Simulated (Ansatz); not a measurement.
# TiAl: the cost of one run

Computed with Ansatz 0.2.0 (DFT PBEsol, scalar-relativistic, plane waves, PAW, unless a step's input says otherwise).

12 further runs of the same task are left out: 12 set aside as unsound or not needed.

## Step 1: The system as given

Symmetry: P-6m2, No. 187, hexagonal system. Conventional cell: a = 2.848 Å, b = 2.848 Å, c = 4.619 Å, α = 90.00°, β = 90.00°, γ = 120.00°. Ti (site symmetry -6m2) is surrounded by 6 Al at 2.83 Å and 6 Ti at 2.85 Å. Al (site symmetry -6m2) has 6 Ti at 2.83 Å and 6 Al at 2.85 Å as nearest neighbours.

As a file:

```
Ti Al
1.0
     2.84755    0.00000    0.00000
    -1.42377    2.46605    0.00000
     0.00000    0.00000    4.61919
Ti Al
1 1
Direct
  0.00000 0.00000 0.00000
  0.33333 0.66667 0.50000
```

It goes back to an entry of the Materials Project, which need not be the stable form.

It is the result of an earlier relaxation at this level (volume 16.22 Å³/atom; gap on the mesh: none (metal)).

## Step 2: Plan of the line

The energy is mapped over the lattice constants a and c of the conventional cell.

- lattice constant a (and b): 7 values from 2.705 to 2.990 Å
- lattice constant c: 7 values from 4.065 to 5.173 Å

Nothing else is relaxed (symmetry fixes all fractional coordinates). Energies count from the relaxed crystal. Points are written as (first, second).

## Step 3: Point (2.705 Å, 4.065 Å)

Input file input.yaml:

```yaml
crystal:
  lattice:
    - [2.7052, 0.0, 0.0]
    - [-1.3526, 2.3427719223, 0.0]
    - [0.0, 0.0, 4.0649]
  atoms:
    - { symbol: Ti, position: [0.0, 0.0, 0.0] }
    - { symbol: Al, position: [0.3333333333, 0.6666666667, 0.5] }
basis:
  ecutwfc: 520.0
kpoints:
  mp_grid: { grid: [18, 18, 10] }
hamiltonian:
  xc: pbesol
  pseudopotentials: { kind: paw, azcp: { folder: soft_1 } }
scf:
  occupations: { method: gaussian, width: 0.15 }
output:
  forces: true
  stress: true
  eigenvalues: true
```

Run with:

```console
> ansatz run input.yaml --threads 1 --pin off --max-ram 2048MiB --backend cpu --events-out ev --progress --plain --runs-dir out
```

What time and memory should one allow on 1 thread of Arm Neoverse N1, shared host?

About 17 s, with a peak of 0.39 GiB.
